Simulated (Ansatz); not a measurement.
# TcO2: the cost of one run

Method: DFT LDA+U (U_eff = 5 eV on Tc d, around-mean-field double counting), plane waves, PAW, in Ansatz 0.2.0.

3 further runs of the same task are left out: 3 that didn't finish.

**1. Starting point**

It takes space group C2/m (No. 12, monoclinic). The conventional cell has a = 5.150 Å, b = 3.157 Å, c = 3.631 Å, α = 90.00°, β = 90.04°, γ = 90.00°. Around Tc (site symmetry 2/m) lie 6 O at 1.92 to 2.13 Å. O (site symmetry m) is surrounded by 3 Tc at 1.92 to 2.13 Å.

Cell or atoms stand a little off a more symmetric structure (P-3m1 at a tolerance of 0.3 Å), so results at this geometry aren't those of that ideal crystal.

As a file:

```cif
data_structure
_symmetry_space_group_name_H-M 'C2/m'
_symmetry_Int_Tables_number 12
_cell_length_a 5.1501
_cell_length_b 3.1571
_cell_length_c 3.6314
_cell_angle_alpha 90.000
_cell_angle_beta 90.040
_cell_angle_gamma 90.000
_cell_volume 59.04
loop_
_atom_site_label
_atom_site_type_symbol
_atom_site_symmetry_multiplicity
_atom_site_Wyckoff_symbol
_atom_site_fract_x
_atom_site_fract_y
_atom_site_fract_z
_atom_site_occupancy
Tc1 Tc 2 a 0.00000 0.00000 0.00000 1
O1 O 4 i 0.68790 0.00000 0.28890 1
```

An earlier series on this cell reached its lowest free state from «ferromagnetic start, free, default search», perhaps among other starts.

**2. Total moment locked at zero, no site moments, 0.00 μB per cell**

input.yaml

```yaml
crystal:
  lattice:
    - [2.57505788, -1.5785617, 0.0]
    - [2.57505788, 1.5785617, 0.0]
    - [-0.00253518, 0.0, 3.6313716]
  atoms:
    - { symbol: Tc, position: [0.0, 0.0, 0.0] }
    - { symbol: O, position: [0.6879, 0.6879, 0.2889] }
    - { symbol: O, position: [0.3121, 0.3121, 0.7111] }
basis:
  ecutwfc: 600
  ecutrho_ratio: 5
kpoints:
  mp_grid: { grid: [7, 7, 5] }
hamiltonian:
  xc: lda
  hubbard: { sites: [{ site: 0, l: d, u_eff: 5.0 }], double_counting: amf }
scf:
  occupations: { method: gaussian, width: 0.05 }
  lower_state_search: "off"
  max_iter: 150
output:
  forces: true
  stress: true
  eigenvalues: true
  populations: true
  hubbard: { sites: [{ site: 0, l: d }] }
magnetization:
  spin_polarized: true
  initial_magnetization: 0.0
  spin_locking: { lock_magnetization: hard }
```

The lock stays on to the end, so the result is a constrained state.

Started as:

```sh
> ansatz run input.yaml --threads 2 --pin off --max-ram 3072MiB --backend cpu --events-out ev --progress --plain --runs-dir out
```

What time and memory should one allow on 2 threads of Arm Neoverse V1, shared host?

About 4.7 s, with a peak of 0.41 GiB.
